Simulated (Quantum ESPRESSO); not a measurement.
**HgS3 in Quantum ESPRESSO: the effect of functional**

Crystal: HgS3.

```
Hg S
1.0
     5.16616    0.00000    0.00000
    -2.58308    4.47403    0.00000
     0.00000    0.00000    4.88469
Hg S
1 3
Cartesian
  0.0000 0.0000 2.4423
  2.5831 1.4913 3.6445
  2.5831 1.4913 1.2402
  0.0000 2.9827 2.4423
```

The cell was built by a generator and needn't be a form met in nature.

Alike in all runs:

| Property | Result |
| --- | --- |
| Program | Quantum ESPRESSO 7.5 |
| Task | phonons |
| Cutoff | 612 eV |
| Density cutoff | 4898 eV |
| k mesh | 4 × 4 × 4, shifted |
| Occupations | fermi-dirac, width 0.05 eV |
| Spin | no spin polarisation |

Each run relaxes the cell or the atoms first.

```tsv
functional	potentials or basis	relaxed volume (Å³/atom)	highest phonon frequency (cm⁻¹)
LDA	GBRV 1.5 LDA	?	?
PBE	GBRV 1.5 PBE	29.58	683
PBEsol	GBRV 1.5 PBEsol	24.85	651
revPBE	GBRV 1.5 PBE	31.62	689
```

Question: What does the run with functional LDA give?

Answer: Relaxed volume 23.83 Å³/atom; highest phonon frequency 648 cm⁻¹.

Caveats: the mesh is thin for the phonons of a metal; some modes are imaginary; the volume moved by over 15 % at a fixed basis, so the end points are rough (some runs); the potentials were made for another functional, which shifts forces and pressure (some runs); this functional lacks dispersion, which binds the layers, so the pressure and a relaxed spacing across them are unreliable (some runs).
